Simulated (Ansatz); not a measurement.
# AlF2H2N: the cost of one run

Computed with Ansatz 0.2.0, Gaussian basis. Level: PBE0-D4/def2-TZVP structures, single points in def2-TZVPP, no counterpoise correction.

Levels: SPW92, PBE-D4, BLYP-D4, r2SCAN-D4, B97M-V, PBE0-D4, B3LYP-D4, r2SCAN0-D4, BHLYP-D4, CAM-B3LYP-D4, wB97X-V, wB97M-V, B2PLYP, PBE-QIDH, RPA on PBE, Hartree-Fock, MP2, CCSD, CCSD(T).

Cores are frozen in the correlated methods. B3LYP uses VWN-RPA correlation. B2PLYP carries no dispersion term here.

94 further runs of the same task are left out: 94 set aside as unsound or not needed.

## Step 1: The system as given

The complex: 8 atoms, charge 0, spin multiplicity 1.

Atoms are counted from 1 here; the program's logs count them from 0.

Bond lengths: Al1–N2 1.752 Å, Al1–F3 1.644 Å, Al1–F4 1.644 Å, N2–H7 1.006 Å, N2–H8 1.006 Å, H5–H6 0.755 Å. Angles: N2–Al1–F3 120.4°, N2–Al1–F4 120.4°, F3–Al1–F4 118.6°, Al1–N2–H7 124.4°, Al1–N2–H8 124.4°, H7–N2–H8 110.8°.

As a file:

```xyz
8

Al    0.1458   -0.7055   -0.0451
N     1.0105    0.7675   -0.4329
F    -0.7133   -1.4946   -1.2035
F     0.3636   -1.4390    1.4100
H    -1.5778    0.5539    0.6379
H    -1.8962   -0.1151    0.7848
H     1.0183    1.2001   -1.3412
H     1.6490    1.2329    0.1900
```

Its parts: AlF₂H₂N holds atoms 1, 2, 3, 4, 7, 8; H₂ holds atoms 5, 6. Each part counts its atoms afresh in its own runs.

## Step 2: Relaxing AlF₂H₂N alone

relax-a/in.yaml reads:

```yaml
crystal:
  periodic: [false, false, false]
  atoms:
    - {symbol: Al, position_ang: [0.145812, -0.705537, -0.045081]}
    - {symbol: N, position_ang: [1.010508, 0.767485, -0.432852]}
    - {symbol: F, position_ang: [-0.713320, -1.494614, -1.203464]}
    - {symbol: F, position_ang: [0.363607, -1.439010, 1.409978]}
    - {symbol: H, position_ang: [1.018338, 1.200059, -1.341168]}
    - {symbol: H, position_ang: [1.648989, 1.232944, 0.189972]}
basis:
  gaussian: {orbitals: def2-TZVP}
hamiltonian: {xc: pbe0, dispersion: d4}
relax: {f_tol: 0.005, max_steps: 200}
```

Command:

```sh
ansatz run in.yaml --threads 2 --pin off --events-out ev --progress --plain --max-ram 4352MiB
```

**Question.** How long does this run take on 2 threads of Intel Xeon Platinum 8488C, shared host?

About 18 s.
